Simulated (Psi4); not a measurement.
# AlSbH3F (SMILES [F][AlH][SbH2]): levels of theory compared

Wanted: a comparison of 4 runs (B2PLYP/def2-SVP, CAM-B3LYP/def2-SVP, M06-2X/def2-SVP, wB97M-V/def2-SVP) of AlSbH3F. 

The calculation is run with Psi4 1.11.

### 1 Starting point

AlSbH3F has 6 atoms, charge 0, and is taken as a singlet. SMILES: `[F][AlH][SbH2]`. The Al2–H4 distance was set to 2.847 Å, away from the relaxed value. At this shape a bond of the SMILES string is far longer than usual.

Bond lengths: F1–Al2 1.653 Å, Al2–Sb3 2.636 Å, Sb3–H5 1.710 Å, Sb3–H6 1.709 Å. Angles: F1–Al2–Sb3 116.3°, Al2–Sb3–H5 88.3°, Al2–Sb3–H6 87.8°, H5–Sb3–H6 91.6°.

### 2 The energy at B2PLYP/def2-SVP (core potential, density fitting for correlation) (run 1)

File alfh3sb_ase.py:

```python
import numpy as np
from ase.calculators.psi4 import Psi4
from ase import Atoms

a = Atoms(['F', 'Al', 'Sb', 'H', 'H', 'H'], positions=[
    [-0.907634, -1.023262, 2.351853],
    [-0.129134, -0.430162, 1.019753],
    [1.486866, 1.612838, 1.424353],
    [-0.594800, -1.800700, -1.431700],
    [1.049066, 2.201138, -0.120347],
    [0.172566, 2.422038, 2.157653],
])
calc = Psi4(atoms=a, method='b2plyp', basis='def2-SVP', memory='1600MB', num_threads=1, charge=0, multiplicity=1, label='calc')
calc.psi4.set_options({'puream': True, 'e_convergence': 1e-09, 'd_convergence': 1e-08, 'scf_type': 'pk', 'dft_radial_points': 99, 'dft_spherical_points': 590, 'num_frozen_docc': 10})
a.calc = calc

print(f'energy: {a.get_potential_energy():.6f} eV')
```

Run with:

```bash
$ python alfh3sb_ase.py
```

calc.dat:

```text
[...]
    !!!  WARNING: ECP capability is in beta. Please check occupations closely.  !!!
[...]
  Running in c1 symmetry.
[...]
  Nuclear repulsion =  154.855924220263887
[...]
  Multiplicity = 1
[...]
  Nalpha       = 24
  Nbeta        = 24
[...]
    Number of basis functions: 73
[...]
   @RKS iter   1:  -583.40365694761419   -2.30438e+00   6.77506e-03 DIIS/ADIIS
[...]
   @RKS iter  12:  -583.51457662333462   -1.93268e-12   2.60922e-09 DIIS
[...]
    Orbital Energies [Eh]
    ---------------------
    Doubly Occupied:
       1A    -57.134454     2A    -25.335220     3A     -6.071243
       4A     -4.528364     5A     -4.233781     6A     -4.233022
       7A     -4.229496     8A     -2.986836     9A     -2.983764
      10A     -2.982868    11A     -1.455726    12A     -1.455311
      13A     -1.452749    14A     -1.450807    15A     -1.449150
      16A     -1.298580    17A     -0.672551    18A     -0.562357
      19A     -0.511209    20A     -0.510411    21A     -0.418592
      22A     -0.381480    23A     -0.337667    24A     -0.261003
[...]
  @RKS Final Energy:  -583.51457662333462
   => Energetics <=
    Nuclear Repulsion Energy =            154.8559242202638870
    One-Electron Energy =               -1205.9797132025760220
    Two-Electron Energy =                 491.3375831972348351
    DFT Exchange-Correlation Energy =     -23.7283708382573444
    Empirical Dispersion Energy =           0.0000000000000000
    VV10 Nonlocal Energy =                  0.0000000000000000
    Total Energy =                       -583.5145766233346194
[...]
 Multipole Moments:
 ------------------------------------------------------------------------------------
     Multipole            Electronic (a.u.)      Nuclear  (a.u.)        Total (a.u.)
 ------------------------------------------------------------------------------------
 L = 1.  Multiply by 2.5417464519 to convert [e a0] to [Debye]
 Dipole X            :         38.7620009          -38.0422295            0.7197714
 Dipole Y            :         42.5990619          -41.5830138            1.0160482
 Dipole Z            :          3.2203273           -2.7015019            0.5188254
 Magnitude           :                                                    1.3489272
[...]
```

Standard output:

```text
energy: -15881.748325 eV
```

Run time: 8.7 s. Hardware: 1 thread of Intel Xeon Platinum 8488C (Sapphire Rapids), shared host; peak memory 0.81 GiB.

### 3 A single-point energy at CAM-B3LYP/def2-SVP (core potential) (run 2)

File alfh3sb.xyz:

```xyz
6
AlFH3Sb
F     -0.907634    -1.023262     2.351853
Al    -0.129134    -0.430162     1.019753
Sb     1.486866     1.612838     1.424353
H     -0.594800    -1.800700    -1.431700
H      1.049066     2.201138    -0.120347
H      0.172566     2.422038     2.157653
```

File calc.py:

```python
import psi4

psi4.set_memory(1600000000)
psi4.set_num_threads(1)
psi4.set_output_file('run.log', False)

with open('alfh3sb.xyz') as f:
    atoms = ''.join(f.readlines()[2:])
mol = psi4.geometry('0 1\n' + atoms + 'symmetry c1\nno_reorient\nno_com')

psi4.set_options({
    'basis': 'def2-SVP',
    'puream': True,
    'e_convergence': 1e-09,
    'd_convergence': 1e-08,
    'scf_type': 'pk',
    'dft_radial_points': 99,
    'dft_spherical_points': 590,
})

result, w = psi4.energy("CAM-B3LYP", return_wfn=True)
psi4.oeprop(w, "QUADRUPOLE", "WIBERG_LOWDIN_INDICES", "MULLIKEN_CHARGES")
print(f'total energy {result:.8f} hartree = {result * 27.211386:.5f} eV')
for k, v in sorted(psi4.core.scalar_variables().items()):
    print(f'{k:45s} {v:18.10f}')
```

Run with:

```bash
$ python calc.py
```

run.log:

```text
[...]
    !!!  WARNING: ECP capability is in beta. Please check occupations closely.  !!!
[...]
  Running in c1 symmetry.
[...]
  Nuclear repulsion =  154.855924220263887
[...]
  Multiplicity = 1
[...]
  Nalpha       = 24
  Nbeta        = 24
[...]
    Number of basis functions: 73
[...]
   @RKS iter   1:  -583.95643847997815   -2.28459e+00   7.26161e-03 DIIS/ADIIS
[...]
   @RKS iter  12:  -584.08418370027584   -7.27596e-12   5.27270e-09 DIIS
[...]
    Orbital Energies [Eh]
    ---------------------
    Doubly Occupied:
       1A    -56.186357     2A    -24.741725     3A     -5.808135
       4A     -4.284643     5A     -4.038189     6A     -4.037277
       7A     -4.033686     8A     -2.843157     9A     -2.838943
      10A     -2.837912    11A     -1.392753    12A     -1.392311
      13A     -1.389924    14A     -1.388078    15A     -1.386542
      16A     -1.215229    17A     -0.677260    18A     -0.544689
      19A     -0.492291    20A     -0.491961    21A     -0.426170
      22A     -0.392256    23A     -0.352373    24A     -0.275825
[...]
  @RKS Final Energy:  -584.08418370027584
   => Energetics <=
    Nuclear Repulsion Energy =            154.8559242202638870
    One-Electron Energy =               -1206.0457699428707201
    Two-Electron Energy =                 503.7406320309219723
    DFT Exchange-Correlation Energy =     -36.6349700085910541
    Empirical Dispersion Energy =           0.0000000000000000
    VV10 Nonlocal Energy =                  0.0000000000000000
    Total Energy =                       -584.0841837002759576
[...]
 Multipole Moments:
 ------------------------------------------------------------------------------------
     Multipole            Electronic (a.u.)      Nuclear  (a.u.)        Total (a.u.)
 ------------------------------------------------------------------------------------
 L = 1.  Multiply by 2.5417464519 to convert [e a0] to [Debye]
 Dipole X            :        -46.5280607           47.2002601            0.6721994
 Dipole Y            :        -46.4873956           47.4629018            0.9755063
 Dipole Z            :       -127.5911454          128.1030053            0.5118598
 Magnitude           :                                                    1.2905290
 L = 2.  Multiply by 1.3450342976 to convert [e a0^2] to [Debye ang]
 Quadrupole XX       :       -248.1699606          214.1310642          -34.0388964
 Quadrupole XY       :       -244.9306955          242.9563812           -1.9743143
[...]
  Mulliken Charges: (a.u.)
   Center  Symbol    Alpha    Beta     Spin     Total
       1     F     4.68456  4.68456  0.00000 -0.36912
       2    AL     6.19399  6.19399  0.00000  0.61201
       3    SB    11.47783 11.47783  0.00000  0.04435
       4     H     0.60056  0.60056  0.00000 -0.20112
       5     H     0.52091  0.52091  0.00000 -0.04182
       6     H     0.52215  0.52215  0.00000 -0.04430
   Total alpha = 24.00000, Total beta = 24.00000, Total charge =  0.00000
  Wiberg Bond Indices using Orthogonal Lowdin Orbitals:
[...]
```

On the terminal:

```text
total energy -584.08418370 hartree = -15893.74018 eV
CURRENT ENERGY                                   -584.0841837003
CURRENT REFERENCE ENERGY                         -584.0841837003
DD SOLVATION ENERGY                                 0.0000000000
DFT FUNCTIONAL TOTAL ENERGY                      -584.0841837003
DFT TOTAL ENERGY                                 -584.0841837003
DFT VV10 ENERGY                                     0.0000000000
DFT XC ENERGY                                     -36.6349700086
GRID ELECTRONS ALPHA                               23.9999978590
GRID ELECTRONS BETA                                23.9999978590
GRID ELECTRONS TOTAL                               47.9999957179
NUCLEAR REPULSION ENERGY                          154.8559242203
ONE-ELECTRON ENERGY                             -1206.0457699429
PCM POLARIZATION ENERGY                             0.0000000000
PE ENERGY                                           0.0000000000
SCF ITERATION ENERGY                             -584.0841837003
SCF ITERATIONS                                     12.0000000000
SCF TOTAL ENERGY                                 -584.0841837003
TWO-ELECTRON ENERGY                               503.7406320309
XC GRID RADIAL POINTS                              99.0000000000
XC GRID SPHERICAL POINTS                          590.0000000000
XC GRID TOTAL POINTS                           333737.0000000000
```

Run time: 13 s. Hardware: 1 thread of Intel Xeon Platinum 8488C (Sapphire Rapids), shared host; peak memory 0.82 GiB.

Run 3 isn't shown in full; the table further down has it.

### 4 The energy at wB97M-V/def2-SVP (core potential) (run 4)

File job.py:

```python
import psi4

psi4.set_memory(1600000000)
psi4.set_num_threads(1)
psi4.core.set_output_file('run.log', False)

m = psi4.geometry("""
F     -0.907634    -1.023262     2.351853
Al    -0.129134    -0.430162     1.019753
Sb     1.486866     1.612838     1.424353
H     -0.594800    -1.800700    -1.431700
H      1.049066     2.201138    -0.120347
H      0.172566     2.422038     2.157653
symmetry c1
no_reorient
no_com
""")

options = {'basis': 'def2-SVP', 'puream': True, 'e_convergence': 1e-09, 'd_convergence': 1e-08, 'scf_type': 'pk', 'dft_radial_points': 99, 'dft_spherical_points': 590}
psi4.set_options(options)

result, w = psi4.energy('wb97m-v', molecule=m, return_wfn=True)
print(f'wb97m-v energy: {result:.10f} Eh')
```

Run with:

```bash
$ python job.py
```

run.log:

```text
[...]
    !!!  WARNING: ECP capability is in beta. Please check occupations closely.  !!!
[...]
  Running in c1 symmetry.
[...]
  Nuclear repulsion =  154.855924220263887
[...]
  Multiplicity = 1
[...]
  Nalpha       = 24
  Nbeta        = 24
[...]
    Number of basis functions: 73
[...]
   @RKS iter   1:  -583.92005462426391   -2.46046e+00   6.63827e-03 DIIS/ADIIS
[...]
   @RKS iter  12:  -584.02570760111394   -1.92131e-11   8.70926e-09 DIIS
[...]
    Orbital Energies [Eh]
    ---------------------
    Doubly Occupied:
       1A    -56.380001     2A    -24.889978     3A     -5.892192
       4A     -4.364815     5A     -4.108898     6A     -4.108025
       7A     -4.104411     8A     -2.883947     9A     -2.879855
      10A     -2.879024    11A     -1.440011    12A     -1.439726
      13A     -1.437323    14A     -1.435477    15A     -1.433969
      16A     -1.267915    17A     -0.712829    18A     -0.583674
      19A     -0.531585    20A     -0.531119    21A     -0.456694
      22A     -0.421868    23A     -0.382912    24A     -0.298152
[...]
  @RKS Final Energy:  -584.02570760111394
   => Energetics <=
    Nuclear Repulsion Energy =            154.8559242202638870
    One-Electron Energy =               -1205.9596021785457651
    Two-Electron Energy =                 502.9095341844200675
    DFT Exchange-Correlation Energy =     -36.0233868883093749
    Empirical Dispersion Energy =           0.0000000000000000
    VV10 Nonlocal Energy =                  0.1918230610572384
    Total Energy =                       -584.0257076011139361
[...]
 Multipole Moments:
 ------------------------------------------------------------------------------------
     Multipole            Electronic (a.u.)      Nuclear  (a.u.)        Total (a.u.)
 ------------------------------------------------------------------------------------
 L = 1.  Multiply by 2.5417464519 to convert [e a0] to [Debye]
 Dipole X            :        -46.5539456           47.2002601            0.6463145
 Dipole Y            :        -46.4977482           47.4629018            0.9651536
 Dipole Z            :       -127.6013482          128.1030053            0.5016570
 Magnitude           :                                                    1.2652682
[...]
```

On the terminal:

```text
wb97m-v energy: -584.0257076011 Eh
```

Run time: 77 s. Hardware: 1 thread of Intel Xeon Platinum 8488C (Sapphire Rapids), shared host; peak memory 0.97 GiB.

### 5 All runs side by side

```csv
run,level,fitting correlation,frozen core orbitals,energy (Eh),HOMO energy (eV),LUMO energy (eV),HOMO–LUMO gap (eV),wall time
1,"B2PLYP/def2-SVP (core potential, density fitting for correlation)",density fitting,10,-583.643491,-7.10,-1.85,5.26,8.7 s
2,CAM-B3LYP/def2-SVP (core potential),–,0,-584.084184,-7.51,-1.92,5.59,13 s
3,M06-2X/def2-SVP (core potential),–,0,-583.972977,-7.22,-2.24,4.99,24 s
4,wB97M-V/def2-SVP (core potential),–,0,-584.025708,-8.11,-1.20,6.91,77 s
```

### 6 Results

```
            quantity          value
 run 4: total energy  -584.02571 Eh
run 4: dipole moment         3.22 D
  run 4: HOMO energy       -8.11 eV
  run 4: LUMO energy       -1.20 eV
run 4: HOMO–LUMO gap        6.91 eV
```

Over runs 2, 3, 4 the dipole moment (its size) runs from 3.10 D (M06-2X/def2-SVP) to 3.28 D (CAM-B3LYP/def2-SVP). The HOMO–LUMO gap runs from 4.99 eV (M06-2X/def2-SVP) to 6.91 eV (wB97M-V/def2-SVP). Totals of different functionals can't be ranked against each other. All runs together took 2 min, the longest 77 s.
